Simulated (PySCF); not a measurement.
# C5H15GeN (GeH2Me(NHtBu)): the cost of one run

Computed with PySCF 2.14.0 and routines of our own; the level stands in each step. Atoms count from 0.

### Step 1. The system as given

22 atoms, charge 0, multiplicity 1; geometry from: GFN2-xTB.

### Step 2. Magnetic properties: GIAO BP86/def2-SVP

Job settings and geometry (Å):

```
{"job": {"kind": "mag", "xc": "BP86", "basis": "def2-SVP"}, "charge": 0, "multiplicity": 1}
Ge     0.292790     1.809680     0.540600
H     -0.208440     1.807300     1.961440
H      1.812570     1.849890     0.629180
C     -0.391980     3.344640    -0.475730
H     -0.159360     4.279180     0.025890
H     -1.472070     3.275160    -0.578660
H      0.042080     3.383210    -1.472230
N     -0.382360     0.339910    -0.276440
C     -0.036180    -1.051510    -0.027630
C      0.084780    -1.265090     1.477330
C     -1.165160    -1.928410    -0.582500
C      1.286400    -1.425520    -0.709030
H     -0.550300     0.477660    -1.264620
H      0.261300    -2.313720     1.702210
H      0.913000    -0.675910     1.869060
H     -0.831040    -0.944110     1.967400
H     -2.110460    -1.644100    -0.127050
H     -0.973530    -2.977250    -0.370770
H     -1.250580    -1.803330    -1.660340
H      2.083130    -0.782980    -0.337860
H      1.208770    -1.293800    -1.786780
H      1.546630    -2.460920    -0.503470
```

Method: GIAO BP86/def2-SVP magnetisability, rotational g tensor and spin-rotation constants, non-relativistic, gas phase.

Launch:

```bash
> OMP_NUM_THREADS=1 python excited_run.py task.json out
```

This one command runs all jobs of the session in turn.

Q: Estimate the wall time and peak memory of this first job on 1 thread of Arm Neoverse N1, shared host.

About 94 s, with a peak of 0.68 GiB.
